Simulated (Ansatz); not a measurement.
**Sn (Im-3m): relaxation of cell and ions**

What cell does Sn (Im-3m) relax to? Aim: a relaxation of cell and ions, for Sn (Im-3m), run from a script.

Program: the Python package of Ansatz 0.2.0. Level of theory: DFT PBEsol, plane waves, PAW. These are calculated values, not measurements.

### 1 The structure

Symmetry: Im-3m, No. 229, cubic system. Conventional cell: a = 3.789 Å, b = 3.789 Å, c = 3.789 Å, α = 90.00°, β = 90.00°, γ = 90.00°. Sn (site symmetry m-3m) is surrounded by 8 Sn at 3.28 Å.

No structure file is read: the coordinates are typed or built in the script.

### 2 Script

vcrelax_sn.py

```python
'''Cell relaxation of Sn.'''

import json
import warnings

import ansatz as az
from ase import Atoms
from ase.io import write
from ase.neighborlist import neighbor_list
import numpy as np

def edges_and_angles(cell):
    cell = np.asarray(cell)
    a, b, c = np.linalg.norm(cell, axis=1)
    cosines = cell[1] @ cell[2] / (b * c), cell[0] @ cell[2] / (a * c), cell[0] @ cell[1] / (a * b)
    return (a, b, c, *np.degrees(np.arccos(cosines)))


def main() -> None:
    warnings.simplefilter('ignore', az.DeckWarning)

    cell = (
        az.Lattice.bcc(3.78930364)
        .space_group(229)
        .atom('Sn', (0.0, 0.0, 0.0))
        .primitive()
    )

    # every cell quantity that the symmetry leaves free
    calc = (
        cell.calculation()
        .functional('pbesol')
        .kpoints(12, center='gamma')
        .occupations('methfessel_paxton', width=0.05)
        .relax(force_tolerance=0.03, max_steps=100, cell=True)
    )
    done = calc.run(events_out='events.ndjson')
    with open('events.ndjson') as stream:
        events = [json.loads(line) for line in stream]
    steps = [e['data'] for e in events if e['event'] == 'relax_step']
    data = done.report
    for s in steps:
        flag = '' if s['accepted'] else '  (rejected)'
        print('step %2d  E = %.5f eV  largest force component = %.4f eV/A%s' % (s['step'], s['lagrangian_ev'], s['allowed_force_max_ev_ang'], flag))

    first, last = steps[0], steps[-1]
    symbols = [site.symbol for site in done.lattice.sites]
    print(f'energy gained {first["lagrangian_ev"] - last["lagrangian_ev"]:.4f} eV in {len(steps) - 1} steps')
    for label, vectors in (('before', first['cell_ang']), ('after', done.lattice.cell_ang)):
        print(label, 'a b c (A) {:.4f} {:.4f} {:.4f}  angles {:.2f} {:.2f} {:.2f}'.format(*edges_and_angles(vectors)), f' V = {abs(np.linalg.det(vectors)):.3f} A^3')
    print('final stress xx yy zz (GPa, compression positive):', np.round(np.diag(data['stress_gpa']), 3) + 0.0)

    final = Atoms(symbols, positions=last['positions_ang'], cell=done.lattice.cell_ang, pbc=True)
    i, j, d = neighbor_list('ijd', final, 4.5)
    print('neighbours within 1.15 times the shortest distance of each atom (A)')
    for atom in range(len(final)):
        near = [m for m in np.argsort(d) if i[m] == atom]
        shell = [m for m in near if d[m] < 1.15 * d[near[0]]]
        print(f'{symbols[atom]}{atom} ({len(shell)}):', ', '.join(f'{symbols[j[m]]} {d[m]:.3f}' for m in shell))

    relaxed = Atoms(symbols, positions=[site.position_ang for site in done.lattice.sites], cell=done.lattice.cell_ang, pbc=True)
    write('relaxed.vasp', relaxed, format='vasp')

    print('relaxed fractional positions')
    for site in done.lattice.sites:
        print(f'  {site.symbol:2s}', ' '.join(f'{v % 1:8.5f}' for v in np.round(site.position_frac, 5)))

    print('atom   start x y z (A)              end x y z (A)')
    for symbol, a, b in zip(symbols, first['positions_ang'], last['positions_ang']):
        print(f'{symbol:3s}', ' '.join(f'{v:8.4f}' for v in a), '  ', ' '.join(f'{v:8.4f}' for v in b))

    print(f'free energy      {data["free_energy_ev"]:.5f} eV')
    print(f'per atom         {data["free_energy_ev"] / len(done.lattice.sites):.5f} eV')
    print(f'SCF iterations   {data["n_iterations"]}  (converged: {data["converged"]})')


if __name__ == '__main__':
    main()
```

### 3 What the engine is handed

The engine receives this input:

```yaml
crystal:
  lattice:
    bravais: bcc
    a: 3.78930364
  space_group: 229
  atoms:
    - { symbol: Sn, position: [0.0, 0.0, 0.0] }
  reduce_to_primitive: true
kpoints:
  mp_grid:
    grid: [12, 12, 12]
    shift: [0.0, 0.0, 0.0]
hamiltonian:
  xc: pbesol
scf:
  occupations:
    method: methfessel_paxton
    width: 0.05
relax:
  f_tol: 0.03
  max_steps: 100
  cell: {}
```

### 4 The run

Command:

```bash
$ python vcrelax_sn.py
```

**Question.** What results will this script give? Wanted: free energy; moves of the relaxation; energy gained; last largest force component; relaxed conventional cell; space group at the end.

**Answer**, as computed:

```
                                         quantity                                                                      value
                                      free energy                                                              -5949.7558 eV
                          moves of the relaxation                                                                          2
energy gained (ahead of the last change of basis)                                                               9.4 meV/atom
                     last largest force component                                                                0.0000 eV/Å
                        relaxed conventional cell  a = 3.735 Å, b = 3.735 Å, c = 3.735 Å, α = 90.00°, β = 90.00°, γ = 90.00°
                           space group at the end                                                                      Im-3m
```

**Reading.** The volume shrank by 4.2 % over 2 moves, and the space group stayed Im-3m. Energies along a relaxation are free energies. Rows at an unchanged volume are solved on a plane-wave basis chosen afresh for that cell, so the energy jumps there and such rows are no steps of the walk. Edges and angles that the script prints are those of the cell as typed, here a primitive one. This isn't the structure that Sn takes at ambient conditions.
